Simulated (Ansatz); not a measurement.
# AlH3O2 + H2O2: a complex and its separated parts

Aim: how far the complex at one end of a reaction step lies below its separated, relaxed parts, level by level.

Computed with Ansatz 0.2.0, Gaussian basis. Level: PBE0-D4/def2-TZVP structures, single points in def2-TZVPP, no counterpoise correction.

Levels: SPW92, PBE-D4, BLYP-D4, r2SCAN-D4, B97M-V, PBE0-D4, B3LYP-D4, r2SCAN0-D4, BHLYP-D4, CAM-B3LYP-D4, wB97X-V, wB97M-V, B2PLYP, PBE-QIDH, RPA on PBE, Hartree-Fock, MP2, CCSD, CCSD(T).

Correlated methods freeze the cores. B3LYP uses VWN-RPA correlation. B2PLYP carries no dispersion term here.

94 further runs of the same task are left out: 94 set aside as unsound or not needed.

## Step 1: Starting geometry

The complex: 10 atoms, charge 0, spin multiplicity 1.

Atoms are counted from 1 here; the program's logs count them from 0.

Bond lengths: Al1–H2 1.580 Å, Al1–O3 1.748 Å, Al1–O4 1.699 Å, Al1–O6 2.008 Å, O3–H8 0.954 Å, O4–H9 0.954 Å, H5–O6 0.968 Å, O6–O7 1.429 Å, O7–H10 1.000 Å. Angles: H2–Al1–O3 118.6°, H2–Al1–O4 116.5°, H2–Al1–O6 97.5°, O3–Al1–O4 118.8°, O3–Al1–O6 87.7°, O4–Al1–O6 109.5°, Al1–O3–H8 124.6°, Al1–O4–H9 125.3°, Al1–O6–H5 111.9°, Al1–O6–O7 112.3°, H5–O6–O7 103.7°, O6–O7–H10 98.2°.

Geometry (Å):

```xyz
10
charge 0, multiplicity 1
Al   -0.6301    0.2016    0.5856
H    -1.3289    1.6006    0.8112
O     1.0807    0.0578    0.9134
O    -1.6148   -1.1728    0.7534
H    -0.1700    1.3871   -1.6060
O    -0.1557    0.4538   -1.3492
O     1.1823    0.0448   -1.6379
H     1.4553   -0.4698    1.6150
H    -1.3328   -2.0732    0.6117
H     1.5140   -0.0301   -0.6973
```

Its parts: AlH3O2 holds atoms 1, 2, 3, 4, 8, 9; H2O2 holds atoms 5, 6, 7, 10. Each part counts its atoms afresh in its own runs.

## Step 2: Relaxing AlH3O2 alone

relax-a/in.yaml

```yaml
crystal:
  periodic: [false, false, false]
  atoms:
    - {symbol: Al, position_ang: [-0.630063, 0.201636, 0.585612]}
    - {symbol: H, position_ang: [-1.328943, 1.600560, 0.811171]}
    - {symbol: O, position_ang: [1.080687, 0.057763, 0.913427]}
    - {symbol: O, position_ang: [-1.614789, -1.172754, 0.753419]}
    - {symbol: H, position_ang: [1.455303, -0.469776, 1.615019]}
    - {symbol: H, position_ang: [-1.332829, -2.073186, 0.611739]}
basis:
  gaussian: {orbitals: def2-TZVP}
hamiltonian: {xc: pbe0, dispersion: d4}
relax: {f_tol: 0.005, max_steps: 200}
```

Launch:

```sh
$ ansatz run in.yaml --threads 4 --pin off --events-out ev --progress --plain --max-ram 9574MiB
```

The runs that follow: Relaxing H2O2 alone; SPW92/def2-TZVPP; PBE-D4/def2-TZVPP; BLYP-D4/def2-TZVPP; r2SCAN-D4/def2-TZVPP; B97M-V/def2-TZVPP; PBE0-D4/def2-TZVPP; B3LYP-D4/def2-TZVPP; r2SCAN0-D4/def2-TZVPP; BHLYP-D4/def2-TZVPP; CAM-B3LYP-D4/def2-TZVPP; wB97X-V/def2-TZVPP; wB97M-V/def2-TZVPP; B2PLYP/def2-TZVPP; PBE-QIDH/def2-TZVPP; RPA on PBE/def2-TZVPP; CCSD(T)/def2-TZVPP; Vibrations of AlH3O2; Vibrations of H2O2.

Before running it: what results should come out? Wanted: complex less parts, CCSD(T)/def2-TZVPP; with zero-point energy; largest T1 diagnostic.

As calculated:

| quantity | value |
| --- | --- |
| complex less parts, CCSD(T)/def2-TZVPP | -93.9 kJ/mol |
| with zero-point energy | -84.1 kJ/mol |
| largest T1 diagnostic | 0.012 |

At CCSD(T) the complex lies 93.9 kJ/mol below its parts. PBE-D4 is the best functional here (-0.3 kJ/mol from CCSD(T)); SPW92 is the worst (-37.2 kJ/mol). Mean unsigned error by rung: LDA 37.2, GGA 4.0, meta-GGA 4.6, hybrid 4.5, range-separated hybrid 2.5, double hybrid 5.1 kJ/mol. PBE-D4 gives a relative energy 0.3 kJ/mol too low, inside chemical accuracy (1 kcal/mol, 4.2 kJ/mol). No counterpoise was applied, and triple zeta lacks some correlation, so the CCSD(T) reference has a basis error of its own, and close matches with it are partly luck.
